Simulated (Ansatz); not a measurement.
## BiTe, space group R-3m: a breakdown of dispersion, smearing and cutoff terms

Program: the Python package of Ansatz (0.2.0).

Contents of `POSCAR_bite`:
```text
BiTe
1.0
   2.42270777    1.39875098    3.31729195
  -2.42270777    1.39875098    3.31729195
   0.00000000   -2.79750197    3.31729195
Bi Te
1 1
Direct
   0.50000000    0.50000000    0.50000000
   0.00000000    0.00000000    0.00000000
```

`terms.py`
```python
"""Dispersion, smearing and cutoff parts of the energy of BiTe."""

import ansatz
from ase.io import read


def main() -> None:
    atoms = read("POSCAR_bite", format="vasp")
    structure = ansatz.Crystal.from_ase(atoms)

    setup = (
        structure.calculation()
        .kpoints(6, center="gamma")
        .occupations("fermi_dirac", width=0.1)
        .scf(tolerance=1e-08)
    )
    with_term = setup.functional("revpbe", dispersion="d3bj").basis(340).cutoff_correction(590).run(threads=1, backend="cpu").report
    without = setup.functional("revpbe").basis(340).run(threads=1, backend="cpu").report
    finer = setup.functional("revpbe").basis(590).run(threads=1, backend="cpu").report
    removed = ansatz.free_energy_without(with_term, ansatz.EnergyTerm.DISPERSION)
    print(f"dispersion term            {with_term['components']['e_disp']:.5f} eV")
    print(f"F less dispersion          {removed:.5f} eV, run without it {without['free_energy_ev']:.5f} eV")
    print(f"F less smearing term       {ansatz.free_energy_without(without, ansatz.EnergyTerm.SMEARING):.5f} eV")
    print(f"estimated gain to 590 eV   {with_term['cutoff_correction']['energy_ev']:.5f} eV, found {finer['free_energy_ev'] - without['free_energy_ev']:.5f} eV")


if __name__ == "__main__":
    main()
```

```console
$ python terms.py
DeckWarning: basis.ecutwfc = 340 eV is below the records' recommended 420 eV, and the density's cutoff is lower with it unless basis.ecutrho_ratio is high enough to keep the records' density cutoff: compare with a run at a higher cutoff
dispersion term            -1.68923 eV
F less dispersion          -19394.04569 eV, run without it -19394.04569 eV
F less smearing term       -19394.00460 eV
estimated gain to 590 eV   -0.01425 eV, found -0.01433 eV
```
(Warnings from the package without file and line.)

Absolute energies stand on the zero of these potentials, so only differences at equal settings mean something. A total without «per atom» is that of the cell as typed. The cutoff lies under the one recommended for these potentials in some of the runs. Dispersion corrections can be off by several per cent in the lattices of metals, and by several GPa in the pressure at a fixed cell. The mesh is modest for a metal, so energies can be off by several to tens of meV an atom and pressures by half a GPa or more; differences at equal mesh fare better. Spin-orbit coupling, which matters for elements this heavy, is left out. The structure comes from a database of computed cells and needn't be a stable or known phase. Timing: 7.9 s on 1 thread of Arm Neoverse V1, on a shared host, peak memory 0.5 GiB.

(Lines on the test bed's own set-up are left out of the output.)
